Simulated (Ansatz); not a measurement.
# LuInCo4 (F-43m) in Ansatz: reference runs, part 2 of 2

Ansatz 0.2.0.

### 5 Single point, PBEsol, collinear spin, ferromagnetic start, 13.80 Å³/atom (volume scaled by 0.96)

input.yaml

```yaml
crystal:
  lattice:
    - [0.0, 3.4594503792, 3.4594503792]
    - [3.4594503792, 0.0, 3.4594503792]
    - [3.4594503792, 3.4594503792, 0.0]
  atoms:
    - { symbol: Lu, position: [0.25, 0.25, 0.25] }
    - { symbol: In, position: [0.0, 0.0, 0.0] }
    - { symbol: Co, position: [0.625238, 0.625238, 0.625238], spin: 2.0 }
    - { symbol: Co, position: [0.625238, 0.625238, 0.124286], spin: 2.0 }
    - { symbol: Co, position: [0.625238, 0.124286, 0.625238], spin: 2.0 }
    - { symbol: Co, position: [0.124286, 0.625238, 0.625238], spin: 2.0 }
hamiltonian:
  xc: pbesol
  pseudopotentials: { kind: paw }
magnetization:
  spin_polarized: true
kpoints:
  mp_grid: { grid: [7, 7, 7] }
scf:
  occupations: { method: fermi_dirac, width: 0.05 }
output:
  forces: true
  stress: true
  eigenvalues: true
```

On the command line:

```
$ ansatz run input.yaml --threads 2 --pin off --max-ram 5632MiB --backend cpu --events-out ev --progress --plain --runs-dir out
```

It took 12 s on 2 threads of Intel Xeon 6975P-C (Granite Rapids), shared host; peak memory 0.55 GiB.

It converged, with:

* Free energy: -40509.9951 eV
* Pressure: -2.0 GPa
* Largest force: 0.021 eV/Å
* Band gap on the k mesh: none (metal or under the smearing width)
* Net moment: 4.55 μB per cell
* Absolute moment: 5.49 μB per cell
* Site moments: Lu -0.13; In -0.03; Co +1.25 μB

Caveat: spin-orbit coupling is left out, which moves the levels of the heavy elements; the PAW data sets come from PBE, with cores solved anew for the run's functional, which leaves a small shift of forces and pressure.

### 6 Single point, PBEsol, collinear spin, ferromagnetic start, 14.09 Å³/atom (volume scaled by 0.98)

input.yaml, as its differences from that of step 5:

```diff
@@ -2,5 +2,5 @@
   lattice:
-    - [0.0, 3.4594503792, 3.4594503792]
-    - [3.4594503792, 0.0, 3.4594503792]
-    - [3.4594503792, 3.4594503792, 0.0]
+    - [0.0, 3.4833094116, 3.4833094116]
+    - [3.4833094116, 0.0, 3.4833094116]
+    - [3.4833094116, 3.4833094116, 0.0]
   atoms:
```

Potentials or basis: Ansatz PAW.

On the command line:

```
$ ansatz run input.yaml --threads 2 --pin off --max-ram 5632MiB --backend cpu --events-out ev --progress --plain --runs-dir out
```

Log:

```text
Warning: RAYON_NUM_THREADS=2 ignored (pool sized by the plan → 2); use --threads N
Engine: ansatz 0.2.0, x86_64-unknown-linux-gnu
[... 91 lines left out ...]
  k-point 2 ↑: bands = ["-77.7792", "-77.7483", "-77.7428", "-77.7428", "-41.4967", "-41.3164", "-41.2925", "-41.2925", "-41.1130", "-41.1130", "-41.0960", "-41.0778", "-41.0778", "-41.0325", "-41.0325", "-41.0169", "-37.6889", "-8.4767", "-8.4675", "-8.4675", "3.2161", "3.2277", "3.2277", "3.2446", "3.2446", "9.1529", "12.2861", "13.3023", "13.3761", "13.3761", "13.4161", "13.4161", "13.4173", "13.4429", "13.4554", "13.8021", "13.8021", "13.9350", "14.3483", "14.3483", "14.7807", "14.7807", "15.4447", "15.5591", "15.5591", "15.7546", "15.8913", "15.8913", "16.2268", "16.2781", "16.2781", "16.5326", "16.5326", "17.4344", "17.6719", "17.6719", "17.9460", "19.5851", "19.5851", "20.5583", "21.4870", "21.4870", "22.1955", "24.8455", "24.8455", "25.7537", "27.1642", "27.1642", "27.5513"]
  k-point 19 ↓: bands = ["-76.2413", "-76.2351", "-76.2163", "-76.2163", "-39.8356", "-39.7986", "-39.7078", "-39.7055", "-39.6775", "-39.6637", "-39.6473", "-39.6376", "-39.6102", "-39.6085", "-39.6070", "-39.5882", "-37.7445", "-8.5653", "-8.5637", "-8.5584", "3.2003", "3.2060", "3.2133", "3.2292", "3.2349", "10.8725", "12.3682", "12.7546", "13.3577", "13.4052", "13.4097", "13.4158", "13.4227", "13.4255", "13.4311", "13.7407", "15.0367", "15.1313", "15.4222", "15.5068", "15.5536", "15.6646", "15.8838", "16.0163", "16.1378", "16.3778", "16.5243", "16.9073", "16.9569", "17.1166", "17.2768", "17.3660", "17.8949", "18.0349", "18.0638", "18.3267", "19.2242", "20.5156", "20.6808", "20.9879", "21.4372", "22.9545", "24.3234", "24.8672", "25.6133", "26.5120", "27.1829", "28.0023", "28.4403"]
```

Wall time 12 s (2 threads of Intel Xeon 6975P-C (Granite Rapids), shared host); peak memory 0.55 GiB.

Results:

| Item | Value |
| --- | --- |
| Free energy | -40509.9581 eV |
| Pressure | -4.9 GPa |
| Largest force | 0.012 eV/Å |
| Band gap on the k mesh | none (metal or under the smearing width) |
| Net moment | 4.69 μB per cell |
| Absolute moment | 5.68 μB per cell |
| Site moments | Lu -0.13; In -0.03; Co +1.29 μB |

Caveat: spin-orbit coupling is left out, which moves the levels of the heavy elements; the PAW data sets come from PBE, with cores solved anew for the run's functional, which leaves a small shift of forces and pressure.

### 7 Single point, PBEsol, collinear spin, ferromagnetic start, 14.38 Å³/atom

input.yaml, as its differences from that of step 6:

```diff
@@ -2,5 +2,5 @@
   lattice:
-    - [0.0, 3.4833094116, 3.4833094116]
-    - [3.4833094116, 0.0, 3.4833094116]
-    - [3.4833094116, 3.4833094116, 0.0]
+    - [0.0, 3.506846, 3.506846]
+    - [3.506846, 0.0, 3.506846]
+    - [3.506846, 3.506846, 0.0]
   atoms:
```

On the command line:

```
$ ansatz run input.yaml --threads 2 --pin off --max-ram 5632MiB --backend cpu --events-out ev --progress --plain --runs-dir out
```

It took 12 s on 2 threads of Intel Xeon 6975P-C (Granite Rapids), shared host; peak memory 0.55 GiB.

Results (log left out):

- Free energy: -40509.8913 eV
- Pressure: -7.5 GPa
- Largest force: 0.004 eV/Å
- Band gap on the k mesh: none (metal or under the smearing width)
- Net moment: 4.80 μB per cell
- Absolute moment: 5.85 μB per cell
- Site moments: Lu -0.14; In -0.03; Co +1.33 μB

Caveat: spin-orbit coupling is left out, which moves the levels of the heavy elements; the PAW data sets come from PBE, with cores solved anew for the run's functional, which leaves a small shift of forces and pressure.

### 8 Single point, PBEsol, collinear spin, ferromagnetic start, 14.66 Å³/atom (volume scaled by 1.02)

input.yaml, as its differences from that of step 7:

```diff
@@ -2,5 +2,5 @@
   lattice:
-    - [0.0, 3.506846, 3.506846]
-    - [3.506846, 0.0, 3.506846]
-    - [3.506846, 3.506846, 0.0]
+    - [0.0, 3.5300708225, 3.5300708225]
+    - [3.5300708225, 0.0, 3.5300708225]
+    - [3.5300708225, 3.5300708225, 0.0]
   atoms:
```

On the command line:

```
$ ansatz run input.yaml --threads 2 --pin off --max-ram 5632MiB --backend cpu --events-out ev --progress --plain --runs-dir out
```

It took 13 s on 2 threads of Intel Xeon 6975P-C (Granite Rapids), shared host; peak memory 0.55 GiB.

It converged, with:

```
Free energy            : -40509.7982 eV
Pressure               : -9.8 GPa
Largest force          : 0.003 eV/Å
Band gap on the k mesh : none (metal or under the smearing width)
Net moment             : 4.90 μB per cell
Absolute moment        : 6.00 μB per cell
Site moments           : Lu -0.14; In -0.04; Co +1.36 μB
```

Caveat: spin-orbit coupling is left out, which moves the levels of the heavy elements; the PAW data sets come from PBE, with cores solved anew for the run's functional, which leaves a small shift of forces and pressure.

### 9 Single point, PBEsol, collinear spin, ferromagnetic start, 14.95 Å³/atom (volume scaled by 1.04)

input.yaml, as its differences from that of step 8:

```diff
@@ -2,5 +2,5 @@
   lattice:
-    - [0.0, 3.5300708225, 3.5300708225]
-    - [3.5300708225, 0.0, 3.5300708225]
-    - [3.5300708225, 3.5300708225, 0.0]
+    - [0.0, 3.5529940026, 3.5529940026]
+    - [3.5529940026, 0.0, 3.5529940026]
+    - [3.5529940026, 3.5529940026, 0.0]
   atoms:
```

Potentials or basis: Ansatz PAW.

On the command line:

```
$ ansatz run input.yaml --threads 2 --pin off --max-ram 5632MiB --backend cpu --events-out ev --progress --plain --runs-dir out
```

Run time: 13 s. Hardware: 2 threads of Intel Xeon 6975P-C (Granite Rapids), shared host; peak memory 0.56 GiB.

The run converged. Its results:

| Item | Value |
| --- | --- |
| Free energy | -40509.6812 eV |
| Pressure | -11.9 GPa |
| Largest force | 0.011 eV/Å |
| Band gap on the k mesh | none (metal or under the smearing width) |
| Net moment | 5.00 μB per cell |
| Absolute moment | 6.14 μB per cell |
| Site moments | Lu -0.15; In -0.04; Co +1.39 μB |

Caveat: spin-orbit coupling is left out, which moves the levels of the heavy elements; the PAW data sets come from PBE, with cores solved anew for the run's functional, which leaves a small shift of forces and pressure.

### 10 Single point, PBEsol, collinear spin, ferromagnetic start, 15.24 Å³/atom (volume scaled by 1.06)

input.yaml, as its differences from that of step 9:

```diff
@@ -2,5 +2,5 @@
   lattice:
-    - [0.0, 3.5529940026, 3.5529940026]
-    - [3.5529940026, 0.0, 3.5529940026]
-    - [3.5529940026, 3.5529940026, 0.0]
+    - [0.0, 3.5756251479, 3.5756251479]
+    - [3.5756251479, 0.0, 3.5756251479]
+    - [3.5756251479, 3.5756251479, 0.0]
   atoms:
```

On the command line:

```
$ ansatz run input.yaml --threads 2 --pin off --max-ram 5632MiB --backend cpu --events-out ev --progress --plain --runs-dir out
```

Run time: 13 s. Hardware: 2 threads of Intel Xeon 6975P-C (Granite Rapids), shared host; peak memory 0.56 GiB.

The run converged. Its results:

* Free energy: -40509.5433 eV
* Pressure: -13.7 GPa
* Largest force: 0.018 eV/Å
* Band gap on the k mesh: none (metal or under the smearing width)
* Net moment: 5.09 μB per cell
* Absolute moment: 6.28 μB per cell
* Site moments: Lu -0.15; In -0.04; Co +1.42 μB

Caveat: spin-orbit coupling is left out, which moves the levels of the heavy elements; the PAW data sets come from PBE, with cores solved anew for the run's functional, which leaves a small shift of forces and pressure.

### 11 Equation of state, PBEsol, collinear spin, ferromagnetic start

Potentials or basis: Ansatz PAW.

No new run: the results of the series are fitted here.

Results:

```
Equilibrium volume                        : 13.62 Å³/atom
Bulk modulus at fixed shape and positions : 155 GPa
Pressure derivative of the bulk modulus   : 4.3
```

Energy against volume, from the lowest point:
| volume (Å³/atom) | energy (meV/atom) |
| --- | --- |
| 13.513 | 0.00 |
| 13.801 | 0.72 |
| 14.088 | 6.89 |
| 14.376 | 18.02 |
| 14.663 | 33.54 |
| 14.951 | 53.04 |
| 15.238 | 76.02 |

Caveat: the cell was scaled at fixed shape and fractional positions, which overstates the stiffness of a crystal with free parameters, most of all of layers and chains; spin-orbit coupling is left out, which moves the levels of the heavy elements.

### 12 The runs side by side

```csv
task,cell,gap on the mesh (eV),pressure (GPa),moment (μB)
single point,as given,none,-7.5,4.80
single point,"atoms moved at random, drawn with an rms of 0.05 Å",none,-7.0,4.78
equation of state,as given,-,-,-
```

Alike in all rows: level PBEsol; potentials or basis Ansatz PAW; spin collinear, ferromagnetic start; k mesh 7 × 7 × 7; cutoff (eV) 420; smearing fermi-dirac 0.05 eV.

Caveats: spin-orbit coupling is left out, which moves the levels of the heavy elements; the PAW data sets come from PBE, with cores solved anew for the run's functional, which leaves a small shift of forces and pressure (some runs); the cell was scaled at fixed shape and fractional positions, which overstates the stiffness of a crystal with free parameters, most of all of layers and chains (some runs).

Total energies depend on the potentials used, so only differences within one code and one set of settings carry meaning.
